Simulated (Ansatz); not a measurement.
# TiH4 (singlet): the correlation ladder, def2-SVP

An exercise on one series of results from a longer session: the logs are not shown, and one member is left open.

Computed with Ansatz 0.2.0, Gaussian basis. Level: def2-SVP, core rule «outside noble gas», up to 9 orbitals frozen.

Plan: UHF; CCSD(T) on RHF; CCSD(T) on UHF; CISD; CCSDT(Q) on RHF; CCSDT(Q) on UHF; CCSDTQ on RHF.

17 further runs of the same task are left out: 11 for a known fault of the program, 6 set aside as unsound or not needed.

### What is computed

The geometry is a PBE0/def2-TZVP stationary point (not a proven minimum) of the parent state, kept for this charge and spin.

5 atoms, charge 0, spin multiplicity 1.

Atoms are counted from 1 here; the program's logs count them from 0.

Bond lengths: Ti1–H2 1.976 Å, Ti1–H3 1.976 Å, Ti1–H4 1.976 Å, Ti1–H5 1.976 Å, H2–H4 0.786 Å, H3–H5 0.786 Å. Angles: H2–Ti1–H3 164.8°, H2–Ti1–H4 22.9°, H2–Ti1–H5 162.9°, H3–Ti1–H4 162.9°, H3–Ti1–H5 22.9°, H4–Ti1–H5 164.8°, Ti1–H2–H4 78.5°, Ti1–H3–H5 78.5°, Ti1–H4–H2 78.5°, Ti1–H5–H3 78.5°.

Set-up of the first run:

File in.yaml:

```yaml
crystal:
  periodic: [false, false, false]
  atoms:
    - {symbol: Ti, position_ang: [0.000000, 0.000000, 0.000000]}
    - {symbol: H, position_ang: [0.260951, 0.293926, -1.936328]}
    - {symbol: H, position_ang: [0.260948, -0.293929, 1.936328]}
    - {symbol: H, position_ang: [-0.260951, -0.293926, -1.936328]}
    - {symbol: H, position_ang: [-0.260948, 0.293929, 1.936328]}
basis:
  gaussian: {orbitals: def2-SVP}
magnetization: {spin_polarized: true, initial_magnetization: 0}
hamiltonian: {xc: hf}
output: {orbitals: {seedname: orbitals}}
```

On the command line:

```
ansatz run in.yaml --threads 1 --pin off --events-out ev --progress --plain --max-ram 3968MiB --backend cpu
```

Steps of the session up to this table: UHF; CCSD(T) on RHF; CCSD(T) on UHF; CISD; CCSDT(Q) on RHF; CCSDT(Q) on UHF; CCSDTQ on RHF.

One of the session's tables, all rows but one given; the rest of the session is left out.

```
   method  from RCCSDTQ (kcal/mol)
      RHF                  +116.28
     RMP2                   +38.19
     CISD                   +20.13
    RCCSD                    +8.53
 RCCSD(T)                        ?
   RCCSDT                    +1.26
RCCSDT(Q)                    +0.41
  RCCSDTQ                        0
```

Q: Estimate the row for RCCSD(T) from the others.

**Answer.** from RCCSDTQ (kcal/mol): +3.74. In the column «from RCCSDTQ (kcal/mol)» it lies between RCCSDT (+1.26) and RCCSD (+8.53).

Left out of the table: UHF, UMP2, UCCSD, UCCSD(T), UCCSDT, UCCSDT(Q) (another determinant or state than the rows shown).
